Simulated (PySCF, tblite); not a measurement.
**C₃H₇FN₂Si₂: geometry, infrared bands and NMR shifts**

Aim: predict the infrared bands and NMR shifts of C₃H₇FN₂Si₂ (`Fc1cnn([SiH3])c1[SiH3]`).

The runs use tblite 0.8.0 and PySCF 2.14.0, with density-fitted response routines of our own; the level of theory stands in each step. All values are computed, except where a source is named. Atoms count from 0, in the outputs and in this text.

## 1. The molecule as given

15 atoms, charge 0, multiplicity 1; geometry from: force field or distance geometry start.

Bonds of the start (Å): F0–C1 1.32, C1–C2 1.40, C2–N3 1.32, N3–N4 1.36, N4–Si5 1.79, N4–C6 1.39, C6–Si7 1.87, C6–C1 1.39, C2–H8 1.08, Si5–H9 1.48, Si5–H10 1.49, Si5–H11 1.49, Si7–H12 1.47, Si7–H13 1.48, Si7–H14 1.49.

## 2. Geometry optimisation with GFN2-xTB

What the job is given:

```
{"job": {"kind": "relax", "xc": "GFN2-xTB", "basis": "xTB"}, "charge": 0, "multiplicity": 1}
F     -2.802300     1.068200     0.322400
C     -1.480200     1.105100     0.282900
C     -0.667900     2.213200     0.530000
N      0.615900     1.921100     0.412100
N      0.625200     0.587700     0.122500
Si     2.189300    -0.245700    -0.123200
C     -0.645000     0.029100     0.019100
Si    -1.111200    -1.738800    -0.365500
H     -0.968600     3.225200     0.768600
H      2.185300    -0.959500    -1.424800
H      2.377700    -1.274900     0.940000
H      3.347000     0.690700    -0.094700
H     -0.716300    -2.040000    -1.754200
H     -0.372600    -2.642100     0.546400
H     -2.580800    -1.931300    -0.203500
```

Run with:

```console
> OMP_NUM_THREADS=1 python probes_run.py task.json out
```

This one command runs all jobs of the session in turn.

**Question.** This job is followed by: GFN2-xTB harmonic vibrations, gas phase; GIAO PBE0/pcSseg-1 NMR shielding, non-relativistic, gas phase. What will the session give for the following? strongest single infrared mode (GFN2-xTB); zero-point energy (GFN2-xTB); ¹³C shifts against TMS (PBE0/pcSseg-1); ¹H shifts against TMS (PBE0/pcSseg-1, means over atoms taken as alike); ¹⁹F shifts against CFCl3 (PBE0/pcSseg-1); ¹⁵N shifts against NH3 (PBE0/pcSseg-1); ²⁹Si shifts against TMS (PBE0/pcSseg-1).

The runs gave:

```
                                                              quantity                    value
                             strongest single infrared mode (GFN2-xTB)    2260 cm⁻¹, 594 km/mol
                                          zero-point energy (GFN2-xTB)            55.8 kcal/mol
                                ¹³C shifts against TMS (PBE0/pcSseg-1)  171.7, 134.8, 125.1 ppm
¹H shifts against TMS (PBE0/pcSseg-1, means over atoms taken as alike)     7.72, 5.33, 4.61 ppm
                              ¹⁹F shifts against CFCl3 (PBE0/pcSseg-1)               -175.9 ppm
                                ¹⁵N shifts against NH3 (PBE0/pcSseg-1)         377.0, 221.8 ppm
                               ²⁹Si shifts against TMS (PBE0/pcSseg-1)         -43.2, -96.1 ppm
```

What this shows: The optimisation took 37 steps and gained 0.200 eV; among the close pairs (by a distance rule), Si5–H11 changed most, from 1.489 to 1.453 Å. All 39 modes are real, so the xTB geometry is a minimum. The strongest single mode, at 2260 cm⁻¹, moves mainly H10. GFN2-xTB is a fitted tight-binding method: band positions and strengths are rough. Its intensities can rank the bands wrongly. At PBE0/pcSseg-1: The widest tensor belongs to N3: span 523 ppm, with a paramagnetic part of -432 ppm. NICS(1)zz of -29 ppm above the planar ring from C1 marks a diatropic (aromatic) ring current.
